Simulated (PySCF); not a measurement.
**SiCl3 (SMILES Cl[Si](Cl)Cl): U-wB97X-V/STO-3G**

Aim: the energy change on altering one bond length of SiCl3 at U-wB97X-V/STO-3G, from 2 runs. The job is set up through a Python script.

The results are computed with PySCF 2.14.0.

15 further runs of the same task are left out: 8 that didn't finish, 7 set aside as unsound or not needed.

## (1) The molecule

The species is SiCl3 (4 atoms), meant as a doublet with charge 0. SMILES: `Cl[Si](Cl)Cl`. The coordinates come from a PBE0-D4/def2-TZVP relaxation.

Bond lengths: Cl1–Si2 2.043 Å, Si2–Cl3 2.043 Å, Si2–Cl4 2.043 Å. Angles: Cl1–Si2–Cl3 109.4°, Cl1–Si2–Cl4 109.4°, Cl3–Si2–Cl4 109.5°.

## (2) The energy at U-wB97X-V/STO-3G

The input, run.py:

```python
from pyscf import gto, dft

molecule = gto.Mole()
molecule.atom = '''
Cl      -1.524800      -0.591600       1.030100
Si       0.116100       0.389400       0.310600
Cl       1.694700      -0.903800       0.219000
Cl      -0.286000       1.105900      -1.559700
'''
molecule.spin = 1
molecule.charge = 0
molecule.max_memory = 1860
molecule.verbose = 3
molecule.basis = 'sto-3g'
molecule.build()

mf = dft.UKS(molecule, xc='wb97x-v')
mf.conv_tol = 1e-10
mf.grids.level = 5
mf.nlcgrids.level = 1
mf.kernel()
if not mf.converged:
    mf = mf.newton().run(mf.mo_coeff, mf.mo_occ)

energy = mf.e_tot
print('E(%s) = %.9f' % ('WB97X-V', energy))
```

The run is started by

```console
OMP_NUM_THREADS=1 python run.py
```

The program printed:

```text
WARN: HOMO -0.196563037478728 >= LUMO -0.196563037478726

converged SCF energy = -1651.61583095311  <S^2> = 0.75190921  2S+1 = 2.0019083
E(WB97X-V) = -1651.615830953
```

Wall time 30 s (1 thread of Intel Xeon Platinum 8488C (Sapphire Rapids), shared host); peak memory 0.28 GiB.

## (3) The distorted shape at the same level

The input, calc.py:

```python
from pyscf import gto, dft

mol = gto.M(
    atom='''
Cl    -5.267938     0.837062     2.085086
Si    -2.167087     2.690883     0.725428
Cl     3.202519    -1.707934     0.413850
Cl    -2.926946     4.044872    -2.808927
''',
    max_memory=1860,
    unit='bohr',
    spin=1,
    verbose=3,
    charge=0,
    basis='sto-3g',
)

mf = dft.UKS(mol)
mf.xc = 'wb97x-v'
mf.conv_tol = 1e-10
mf.grids.level = 5
mf.nlcgrids.level = 1
mf.kernel()
if not mf.converged:
    mf = mf.newton().run(mf.mo_coeff, mf.mo_occ)

e_tot = mf.e_tot
print('E = %.10f Eh' % e_tot)
```

The run is started by

```console
OMP_NUM_THREADS=1 python calc.py
```

The program printed:

```text
WARN: HOMO -0.291841170633443 >= LUMO -0.291841170633435

WARN: HOMO -0.0631896568168476 >= LUMO -0.0630504756426983

converged SCF energy = -1651.51216206384  <S^2> = 0.75051313  2S+1 = 2.0005131
E = -1651.5121620638 Eh
```

Run time: 86 s. Hardware: 1 thread of Intel Xeon Platinum 8488C (Sapphire Rapids), shared host; peak memory 0.28 GiB.

## (4) Outcome

At U-wB97X-V/STO-3G:

| quantity | value |
| --- | --- |
| first shape: total energy | -1651.61583 Eh |
| first shape: dipole moment | 2.02 D |
| first shape: HOMO energy (highest over α and β) | -7.81 eV |
| first shape: LUMO energy (lowest over α and β) | -0.01 eV |
| first shape: ⟨S²⟩ | 0.752 |
| distorted shape: total energy | -1651.51216 Eh |
| distorted shape: dipole moment | 1.87 D |
| distorted shape: HOMO energy (highest over α and β) | -7.72 eV |
| distorted shape: LUMO energy (lowest over α and β) | -2.19 eV |
| distorted shape: ⟨S²⟩ | 0.751 |
| energy change with the Si2–Cl3 bond stretched from 2.043 to 3.677 Å | 2.821 eV |

What this shows: With the Si2–Cl3 bond stretched from 2.043 to 3.677 Å the energy rises by 2.82 eV (272 kJ/mol). The first shape isn't relaxed at this level, so the change isn't measured from a minimum. The minimal basis adds a large error of its own.
